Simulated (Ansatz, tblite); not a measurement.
**The cluster Sn₆+: one state, many levels**

How do method and basis change the picture of the cluster Sn₆+ (doublet)?

Method: as each input shows; program: Ansatz 0.2.0, Gaussian basis.

Plan: GFN1-xTB, GFN2-xTB, PBE-D4/def2-TZVP, r2SCAN-D4/def2-TZVP, BHLYP-D4/def2-TZVP, revPBE-D4/def2-TZVP, PBE-D4/def2-SVP, PBE0-D4/def2-SVP, MP2/def2-TZVP.

2 further runs of the same task are left out: 2 set aside as unsound or not needed. Runs told in other sessions of the task aren't counted.

**1. The geometry**

The doublet was relaxed beforehand with r2SCAN-D4/def2-SVP. At that level it is the lowest of the isomers that a small search found.

6 atoms, charge 1, spin multiplicity 2.

Bond lengths: Sn1–Sn4 3.045 Å, Sn1–Sn6 3.047 Å, Sn2–Sn4 2.868 Å, Sn2–Sn5 2.905 Å, Sn2–Sn6 2.869 Å, Sn3–Sn4 2.869 Å, Sn3–Sn5 2.906 Å, Sn3–Sn6 2.867 Å. Angles: Sn4–Sn1–Sn6 92.2°, Sn4–Sn2–Sn5 76.0°, Sn4–Sn2–Sn6 99.9°, Sn5–Sn2–Sn6 76.1°, Sn4–Sn3–Sn5 76.0°, Sn4–Sn3–Sn6 99.9°, Sn5–Sn3–Sn6 76.1° and more.

Sn takes a core potential in the def2 sets. No spin-orbit coupling is included. The ion is computed in the gas phase, without counter-ions or solvent.

PBE0-D4/def2-TZVP was run before; its log isn't repeated, and its numbers join the tables.

**2. GFN1-xTB**

Tight binding, by tblite at 300 K electronic temperature and without a spin-polarisation term:

```python
tblite.interface.Calculator('GFN1-xTB', numbers, positions, charge=1, uhf=1).singlepoint()
```

Energy -399.3853 eV; 0.009 s.

**3. GFN2-xTB**

Tight binding, by tblite at 300 K electronic temperature and without a spin-polarisation term:

```python
tblite.interface.Calculator('GFN2-xTB', numbers, positions, charge=1, uhf=1).singlepoint()
```

Energy -337.0147 eV; 0.021 s.

**4. PBE-D4/def2-TZVP**

start.molden holds the orbitals of an earlier run on this state, given as this run's starting guess.

Input file in.yaml:

```yaml
crystal:
  periodic: [false, false, false]
  atoms:
    - {symbol: Sn, position_ang: [1.250480, -1.117963, 1.705549]}
    - {symbol: Sn, position_ang: [-0.028997, 1.612899, 0.775619]}
    - {symbol: Sn, position_ang: [-0.201025, -1.409651, -1.086396]}
    - {symbol: Sn, position_ang: [2.015284, 0.393390, -0.824651]}
    - {symbol: Sn, position_ang: [-1.312282, 1.180245, -1.794294]}
    - {symbol: Sn, position_ang: [-1.723461, -0.658920, 1.224173]}
basis:
  gaussian: {orbitals: def2-TZVP, initial_orbitals: start.molden}
total_charge: 1
magnetization: {spin_polarized: true, initial_magnetization: 1}
hamiltonian: {xc: pbe, dispersion: d4}
scf: {omitted_lower_state_checks: [starts]}
output: {forces: true, orbitals: {seedname: orbitals}}
```

Command:

```sh
ansatz run in.yaml --threads 4 --pin off --events-out ev --progress --plain --max-ram 6963MiB
```

What it wrote:

```text
Functional definition: PBE
  name "PBE"
  cite "Perdew, Burke & Ernzerhof, Phys. Rev. Lett. 77, 3865 (1996) doi:10.1103/PhysRevLett.77.3865"
  parent pbe
  parameter kappa = 0.804
  parameter beta = 0.06672455060314922
  exchange = pbe_x(kappa = kappa, mu = beta*pi^2/3)
  correlation = pbe_c(beta = beta)
these checks for a lower state are left out or cut short: starts
2328 factors; their error is unknown
mean field evaluation 1: about -34989.2179 eV, gradient 6.4e0 eV
mean field evaluation 2: about -34989.3852 eV, gradient 2.0e-1 eV
mean field evaluation 4: about -34989.3720 eV, gradient 1.4e-3 eV
mean field -34989.37204445 eV, -1285.8357059853 hartree, gradient 1.9e-5 eV, S^2 0.754799; 0 other end points of the search recorded, 0 dependent functions left out
the calculation of the forces begins
reference -34989.37209249 eV, -1285.8357077509 hartree; 66, 65 occupied and 234, 235 virtual orbitals, 2328 factors
Total energy: -34989.95122494 eV, -1285.8569904758 hartree
Atom 0 at     1.250480    -1.117963     1.705549 Å, force     0.100607    -0.095082     0.138878 eV/Å
Atom 1 at    -0.028997     1.612899     0.775619 Å, force     0.015034     0.178465     0.132033 eV/Å
Atom 2 at    -0.201025    -1.409651    -1.086396 Å, force     0.007247    -0.198572    -0.101275 eV/Å
Atom 3 at     2.015284     0.393390    -0.824651 Å, force     0.182685     0.043250    -0.094574 eV/Å
Atom 4 at    -1.312282     1.180245    -1.794294 Å, force    -0.133909     0.120324    -0.180260 eV/Å
Atom 5 at    -1.723461    -0.658920     1.224173 Å, force    -0.171665    -0.048384     0.105196 eV/Å
Dipole moment:    -0.026548     0.023289    -0.035568 e Å
Checks for a lower state left out: starts
```

It took 16 s on 4 threads of Arm Neoverse V1, shared host; peak memory 0.78 GiB.

Report: HOMO -8.89 eV, LUMO -8.39 eV (over both spins); ⟨S²⟩ 0.755 (pure: 0.75).

**5. r2SCAN-D4/def2-TZVP**

in.yaml: that of step 4 with these lines changed.

```diff
@@ -13,4 +13,4 @@
 magnetization: {spin_polarized: true, initial_magnetization: 1}
-hamiltonian: {xc: pbe, dispersion: d4}
+hamiltonian: {xc: r2scan, dispersion: d4}
 scf: {omitted_lower_state_checks: [starts]}
-output: {forces: true, orbitals: {seedname: orbitals}}
+output: {orbitals: {seedname: orbitals}}
```

Launched as before.

What it wrote:

```text
Functional definition: r2SCAN
  name "r2SCAN"
  cite "Furness, Kaplan, Ning, Perdew & Sun, J. Phys. Chem. Lett. 11, 8208 (2020) doi:10.1021/acs.jpclett.0c02405"
  cite "Furness, Kaplan, Ning, Perdew & Sun, J. Phys. Chem. Lett. 11, 9248 (2020) doi:10.1021/acs.jpclett.0c03077"
  parent r2scan
  parameter k0 = 0.174
  parameter k1 = 0.065
  parameter a1 = 4.9479
  exchange = r2scan_x(k0 = k0, k1 = k1, a1 = a1)
  correlation = r2scan_c
these checks for a lower state are left out or cut short: starts
2328 factors; their error is unknown
mean field evaluation 1: about -35002.1085 eV, gradient 6.1e0 eV
mean field evaluation 2: about -35002.2170 eV, gradient 1.2e-1 eV
mean field evaluation 4: about -35002.2074 eV, gradient 1.1e-3 eV
mean field -35002.20741746 eV, -1286.3073972435 hartree, gradient 2.2e-5 eV, S^2 0.765585; 0 other end points of the search recorded, 0 dependent functions left out
reference -35002.20744658 eV, -1286.3073983134 hartree; 66, 65 occupied and 234, 235 virtual orbitals, 2328 factors
Total energy: -35002.30514820 eV, -1286.3109887820 hartree
Checks for a lower state left out: starts
```

Wall time 36 s (4 threads of Arm Neoverse V1, shared host); peak memory 0.9 GiB.

HOMO -9.24 eV, LUMO -8.30 eV (over both spins); ⟨S²⟩ 0.766 (pure: 0.75).

**6. BHLYP-D4/def2-TZVP**

in.yaml: that of step 5 with these lines changed.

```diff
@@ -13,3 +13,3 @@
 magnetization: {spin_polarized: true, initial_magnetization: 1}
-hamiltonian: {xc: r2scan, dispersion: d4}
+hamiltonian: {xc: {name: BHLYP}, dispersion: d4}
 scf: {omitted_lower_state_checks: [starts]}
```

Same command.

What it wrote:

```text
Functional definition: BHLYP
  name "BHLYP"
  cite "Becke, J. Chem. Phys. 98, 1372 (1993) doi:10.1063/1.464304"
  cite "Becke, Phys. Rev. A 38, 3098 (1988) doi:10.1103/PhysRevA.38.3098"
  cite "Lee, Yang & Parr, Phys. Rev. B 37, 785 (1988) doi:10.1103/PhysRevB.37.785"
  parameter a = 0.5
  exchange = (1 - a)*b88_x + a*exact_x
  correlation = lyp_c
these checks for a lower state are left out or cut short: starts
2904 factors; their error is unknown
mean field evaluation 1: about -34975.4239 eV, gradient 5.8e0 eV
mean field evaluation 2: about -34975.5305 eV, gradient 1.4e-1 eV
mean field evaluation 4: about -34976.4820 eV, gradient 2.5e-3 eV
mean field -34976.48200015 eV, -1285.3620055945 hartree, gradient 3.3e-5 eV, S^2 0.769286; 0 other end points of the search recorded, 0 dependent functions left out
reference -34976.48217262 eV, -1285.3620119328 hartree; 66, 65 occupied and 234, 235 virtual orbitals, 2904 factors
Total energy: -34977.78980215 eV, -1285.4100664315 hartree
Checks for a lower state left out: starts
```

Run time: 77 s. Hardware: 4 threads of Arm Neoverse V1, shared host; peak memory 2.3 GiB.

HOMO -10.30 eV, LUMO -7.15 eV (over both spins); ⟨S²⟩ 0.769 (pure: 0.75).

**7. revPBE-D4/def2-TZVP**

in.yaml: that of step 6 with these lines changed.

```diff
@@ -13,3 +13,3 @@
 magnetization: {spin_polarized: true, initial_magnetization: 1}
-hamiltonian: {xc: {name: BHLYP}, dispersion: d4}
+hamiltonian: {xc: {name: revPBE}, dispersion: d4}
 scf: {omitted_lower_state_checks: [starts]}
```

Launched as before.

What it wrote:

```text
Functional definition: revPBE
  name "revPBE"
  cite "Zhang & Yang, Phys. Rev. Lett. 80, 890 (1998) doi:10.1103/PhysRevLett.80.890"
  cite "Perdew, Burke & Ernzerhof, Phys. Rev. Lett. 77, 3865 (1996) doi:10.1103/PhysRevLett.77.3865"
  parameter kappa = 1.245
  parameter beta = 0.06672455060314922
  exchange = pbe_x(kappa = kappa, mu = beta*pi^2/3)
  correlation = pbe_c(beta = beta)
these checks for a lower state are left out or cut short: starts
2328 factors; their error is unknown
mean field evaluation 1: about -34996.7661 eV, gradient 7.2e0 eV
mean field evaluation 2: about -34996.8973 eV, gradient 1.7e-1 eV
mean field evaluation 4: about -34996.8841 eV, gradient 1.6e-3 eV
mean field -34996.88405786 eV, -1286.1117673865 hartree, gradient 1.8e-5 eV, S^2 0.755845; 0 other end points of the search recorded, 0 dependent functions left out
reference -34996.88411759 eV, -1286.1117695812 hartree; 66, 65 occupied and 234, 235 virtual orbitals, 2328 factors
Total energy: -34997.78001748 eV, -1286.1446932950 hartree
Checks for a lower state left out: starts
```

Run time: 15 s. Hardware: 4 threads of Arm Neoverse V1, shared host; peak memory 0.78 GiB.

From the report: HOMO -8.83 eV, LUMO -8.28 eV (over both spins); ⟨S²⟩ 0.756 (pure: 0.75).

**8. PBE-D4/def2-SVP**

in.yaml: that of step 7 with these lines changed.

```diff
@@ -10,6 +10,6 @@
 basis:
-  gaussian: {orbitals: def2-TZVP, initial_orbitals: start.molden}
+  gaussian: {orbitals: def2-SVP, initial_orbitals: start.molden}
 total_charge: 1
 magnetization: {spin_polarized: true, initial_magnetization: 1}
-hamiltonian: {xc: {name: revPBE}, dispersion: d4}
+hamiltonian: {xc: pbe, dispersion: d4}
 scf: {omitted_lower_state_checks: [starts]}
```

Launched as before.

What it wrote:

```text
Functional definition: PBE
  name "PBE"
  cite "Perdew, Burke & Ernzerhof, Phys. Rev. Lett. 77, 3865 (1996) doi:10.1103/PhysRevLett.77.3865"
  parent pbe
  parameter kappa = 0.804
  parameter beta = 0.06672455060314922
  exchange = pbe_x(kappa = kappa, mu = beta*pi^2/3)
  correlation = pbe_c(beta = beta)
these checks for a lower state are left out or cut short: starts
1746 factors; their error is unknown
mean field evaluation 1: about -34987.8285 eV, gradient 3.5e1 eV
mean field evaluation 2: about -34988.3236 eV, gradient 8.5e-1 eV
mean field evaluation 4: about -34988.3262 eV, gradient 4.1e-2 eV
mean field evaluation 8: about -34988.3262 eV, gradient 2.9e-5 eV
mean field -34988.32616697 eV, -1285.7972706968 hartree, gradient 2.9e-5 eV, S^2 0.754240; 0 other end points of the search recorded, 0 dependent functions left out
reference -34988.32620402 eV, -1285.7972720584 hartree; 66, 65 occupied and 90, 91 virtual orbitals, 1746 factors
Total energy: -34988.90533647 eV, -1285.8185547833 hartree
Checks for a lower state left out: starts
```

It took 7 s on 4 threads of Arm Neoverse V1, shared host.

HOMO -8.96 eV, LUMO -8.46 eV (over both spins); ⟨S²⟩ 0.754 (pure: 0.75).

**9. PBE0-D4/def2-SVP**

in.yaml: that of step 8 with these lines changed.

```diff
@@ -13,3 +13,3 @@
 magnetization: {spin_polarized: true, initial_magnetization: 1}
-hamiltonian: {xc: pbe, dispersion: d4}
+hamiltonian: {xc: pbe0, dispersion: d4}
 scf: {omitted_lower_state_checks: [starts]}
```

Same command.

What it wrote:

```text
Functional definition: PBE0
  name "PBE0"
  cite "Adamo & Barone, J. Chem. Phys. 110, 6158 (1999) doi:10.1063/1.478522"
  cite "Perdew, Burke & Ernzerhof, Phys. Rev. Lett. 77, 3865 (1996) doi:10.1103/PhysRevLett.77.3865"
  parent pbe
  parameter a = 0.25
  parameter kappa = 0.804
  parameter beta = 0.06672455060314922
  exchange = (1 - a)*pbe_x(kappa = kappa, mu = beta*pi^2/3) + a*exact_x
  correlation = pbe_c(beta = beta)
these checks for a lower state are left out or cut short: starts
2052 factors; integrals over basis functions are off by at most 8.2e-5 eV
mean field evaluation 1: about -34988.7654 eV, gradient 3.3e1 eV
mean field evaluation 2: about -34989.0652 eV, gradient 3.5e-1 eV
mean field evaluation 4: about -34989.0750 eV, gradient 1.9e-3 eV
mean field -34989.07501825 eV, -1285.8247904737 hartree, gradient 2.8e-5 eV, S^2 0.761105; 0 other end points of the search recorded, 0 dependent functions left out
reference -34989.07504573 eV, -1285.8247914837 hartree; 66, 65 occupied and 90, 91 virtual orbitals, 2052 factors
Total energy: -34989.57673120 eV, -1285.8432280845 hartree
Checks for a lower state left out: starts
```

It took 16 s on 4 threads of Arm Neoverse V1, shared host; peak memory 1 GiB.

HOMO -9.79 eV, LUMO -7.92 eV (over both spins); ⟨S²⟩ 0.761 (pure: 0.75).

**10. MP2/def2-TZVP**

in.yaml: that of step 9 with these lines changed.

```diff
@@ -10,6 +10,6 @@
 basis:
-  gaussian: {orbitals: def2-SVP, initial_orbitals: start.molden}
+  gaussian: {orbitals: def2-TZVP, initial_orbitals: start.molden}
 total_charge: 1
 magnetization: {spin_polarized: true, initial_magnetization: 1}
-hamiltonian: {xc: pbe0, dispersion: d4}
+correlation: {method: mp2}
 scf: {omitted_lower_state_checks: [starts]}
```

The command is unchanged.

What it wrote:

```text
Functional definition: HF
  name "HF"
  cite "Fock, Z. Phys. 61, 126 (1930) doi:10.1007/BF01340294"
  parent pbe
  exchange = exact_x
  correlation = 0
these checks for a lower state are left out or cut short: starts
2892 factors; integrals over basis functions are off by at most 2.8e-4 eV
mean field evaluation 1: about -34830.5901 eV, gradient 1.6e1 eV
mean field evaluation 2: about -34831.8127 eV, gradient 1.2e0 eV
mean field evaluation 4: about -34832.2790 eV, gradient 1.1e0 eV
mean field evaluation 8: about -34832.3316 eV, gradient 7.1e-3 eV
mean field -34832.33156307 eV, -1280.0645747406 hartree, gradient 2.9e-6 eV, S^2 1.171700; 0 other end points of the search recorded, 0 dependent functions left out
24 core orbitals not correlated: weight in the atoms' cores, before any rotation towards them, 1.000 or more for the frozen orbitals, at most 0.000 for the correlated occupied ones
reference -34832.33156307 eV, -1280.0645747406 hartree; 42, 41 occupied and 234, 235 virtual orbitals, 2892 factors
second order -52.55389745 eV of doubles, -0.00000000 eV of singles
Total energy: -34884.88546052 eV, -1281.9958948494 hartree
Checks for a lower state left out: starts
```

It took 91 s on 4 threads of Arm Neoverse V1, shared host; peak memory 2.3 GiB.

Report: Hartree-Fock HOMO -11.09 eV, LUMO -5.05 eV (over both spins); ⟨S²⟩ 1.172 (pure: 0.75). Doubts: spin contamination.

**11. Levels side by side**

```csv
level,functions,HOMO (eV),LUMO (eV),gap (eV),⟨S²⟩,time
PBE-D4/def2-SVP,156,-8.96,-8.46,0.50,0.754,7 s
PBE-D4/def2-TZVP,300,-8.89,-8.39,0.50,0.755,16 s
revPBE-D4/def2-TZVP,300,-8.83,-8.28,0.55,0.756,15 s
r2SCAN-D4/def2-TZVP,300,-9.24,-8.30,0.94,0.766,36 s
PBE0-D4/def2-SVP,156,-9.79,-7.92,1.87,0.761,16 s
PBE0-D4/def2-TZVP,300,-9.70,-7.82,1.87,0.762,59 s
BHLYP-D4/def2-TZVP,300,-10.30,-7.15,3.14,0.769,77 s
```

Energy pieces by basis (eV):

| basis | HF | MP2 correlation | total |
| --- | --- | --- | --- |
| def2-TZVP | -34832.3316 | -52.5539 | -34884.8855 (MP2) |

**12. Outcome**

| quantity | value |
| --- | --- |
| gap in def2-TZVP, named functionals, smallest and largest | 0.50 eV (PBE-D4), 3.14 eV (BHLYP-D4) |
| correlation energy, MP2/def2-TZVP | -52.55 eV |
| ⟨S²⟩ in def2-TZVP, named functionals, smallest and largest | 0.755, 0.769 |
| PBE0 total energy, smallest basis above largest | 0.99 eV (def2-SVP, def2-TZVP) |

**Reading.** Over the named functionals in def2-TZVP the gap runs from 0.50 eV (PBE-D4) to 3.14 eV (BHLYP-D4); exact exchange widens it. Over the named functionals in def2-TZVP spin contamination reaches 0.02 (BHLYP-D4), which is small.

The slowest run with a step of its own, MP2/def2-TZVP, took 91 s; the quickest functional in def2-TZVP took 15 s (shared host).
